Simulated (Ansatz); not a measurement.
# CH₂ClFOZn: basis-set convergence

One table from this session's results is given with a row withheld; the runs are named, their logs left out.

Method: one geometry, several basis sets; program: Ansatz 0.2.0, Gaussian basis.

The runs, in order: PBE0-D4/def2-SVP; ωB97M-V/def2-SVP; PBE0-D4/def2-QZVPP; ωB97M-V/def2-QZVPP; the functionals' def2-TZVPP values are taken from earlier runs.

### The geometry

The geometry comes from an earlier relaxation with PBE0-D4 in a triple-zeta def2 set; it is a stationary point, not always the lowest conformer.

7 atoms, charge 0, spin multiplicity 1.

Atoms are counted from 1 here; the program's logs count them from 0.

Bond lengths: O1–C2 1.377 Å, O1–H6 0.961 Å, C2–Cl3 1.837 Å, C2–Zn4 1.951 Å, C2–H7 1.089 Å, Zn4–F5 1.748 Å. Angles: C2–O1–H6 110.2°, O1–C2–Cl3 111.4°, O1–C2–Zn4 119.9°, O1–C2–H7 106.1°, Cl3–C2–Zn4 103.5°, Cl3–C2–H7 103.6°, Zn4–C2–H7 111.2°, C2–Zn4–F5 179.0°.

Set-up of the first run:

in.yaml

```yaml
crystal:
  periodic: [false, false, false]
  atoms:
    - {symbol: O, position_ang: [-0.232692, -0.261405, 1.555388]}
    - {symbol: C, position_ang: [0.460579, -0.018066, 0.390660]}
    - {symbol: Cl, position_ang: [1.248185, -1.547848, -0.253601]}
    - {symbol: Zn, position_ang: [-0.471861, 0.702999, -1.164206]}
    - {symbol: F, position_ang: [-1.305961, 1.320367, -2.570897]}
    - {symbol: H, position_ang: [-1.005439, -0.803502, 1.374552]}
    - {symbol: H, position_ang: [1.307199, 0.607454, 0.668115]}
basis:
  gaussian: {orbitals: def2-SVP}
hamiltonian: {xc: pbe0, dispersion: d4}
output: {orbitals: {seedname: orbitals}}
```

The run is started by

```sh
$ ansatz run in.yaml --threads 4 --pin off --events-out ev --progress --plain --max-ram 10444MiB
```

Among the steps run: PBE0-D4 in def2-SVP; ωB97M-V in def2-SVP; PBE0-D4 in def2-QZVPP; ωB97M-V in def2-QZVPP.

One of the session's tables, all rows but one given; the rest of the session is left out.

It belongs to the step «Functionals by basis». 

| functional | basis | HOMO (eV) |
| --- | --- | --- |
| PBE0-D4 | def2-SVP | -7.42 |
| PBE0-D4 | def2-TZVPP | ? |
| PBE0-D4 | def2-QZVPP | -7.74 |
| ωB97M-V | def2-SVP | -9.58 |
| ωB97M-V | def2-TZVPP | -9.93 |
| ωB97M-V | def2-QZVPP | -9.96 |

Estimate the missing values for PBE0-D4, def2-TZVPP.

As computed: HOMO (eV): -7.73. In the column «HOMO (eV)» it lies between PBE0-D4, def2-QZVPP (-7.74) and PBE0-D4, def2-SVP (-7.42).
